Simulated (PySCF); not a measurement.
**The bond of ZnC+, level by level**

One table from this session's results is given with a row withheld; the runs are named, their logs left out.

Method: Zn def2-SVP, C def2-SVP, no relativity; program: PySCF 2.14.0.

The first run:

A driver script around PySCF takes these settings:

| Item | Value |
| --- | --- |
| atoms | Zn, C |
| charge | 1 |
| basis | Zn def2-SVP, C def2-SVP |
| Hamiltonian | no relativity |
| basis functions | 45 |
| electrons treated | 35 |
| masses in u | 63.9291, 12.0000 |
| levels | PBE0, PBE, r²SCAN, TPSSh, M06-L, TPSS, HF, MP2, SCS-MP2, CCSD, CCSD(T) |
| grid | 80 radial by 434 angular points |
| occupations | held fixed by the projection of orbital angular momentum |
| dissociation limit | Zn+ + C, each in its ground configuration |
| starting distance in angstrom | 2.000 |
| values of 2S to try | 1, 3 |

Launch:

```sh
OMP_NUM_THREADS=1 python dia.py task.json out
```

Steps of the session up to this table: The job; PBE0 along the bond; Higher solutions at PBE0; PBE (GGA); r²SCAN (meta-GGA); TPSSh (hybrid meta-GGA); M06-L (meta-GGA); TPSS (meta-GGA); ROHF; Adding correlation.

One table of the session follows, with a row left open; its other results are not shown here.

Energy (eV) from each level's lowest point:

```
R (Å)   ROHF  ROHF-MP2  ROHF-SCS-MP2  ROHF-CCSD  ROHF-CCSD(T)
1.821  0.626     0.489         0.534        n/a           n/a
1.906  0.302     0.217         0.248      0.297         0.292
1.991  0.112     0.067         0.086      0.120         0.118
2.054      ?         ?             ?          ?             ?
2.118  0.002     0.000         0.000      0.008         0.008
2.182  0.000     0.015         0.006      0.000         0.000
2.266  0.036     0.069         0.049      0.023         0.021
2.372  0.124     0.176         0.141      0.089         0.084
2.499  0.271     0.337         0.287      0.203         0.191
2.669  0.505     0.581         0.512        n/a           n/a
```

**Question.** Estimate the row for R (Å) = 2.054.

Worked estimate for «ROHF». A straight line through the neighbours (1.991, 0.112) and (2.118, 0.002) gives 0.112 + (0.002 − 0.112) × (2.054 − 1.991) / (2.118 − 1.991) = 0.057; a parabola fitted to 4 rows on both sides gives 0.034.

As computed: ROHF: 0.036; ROHF-MP2: 0.014; ROHF-SCS-MP2: 0.024; ROHF-CCSD: 0.045; ROHF-CCSD(T): 0.045. In «ROHF» the line misses by +0.021 and the parabola by -0.002.

State 2 has its PBE0 minimum 0.18 eV higher. The other levels ran on the lowest alone.
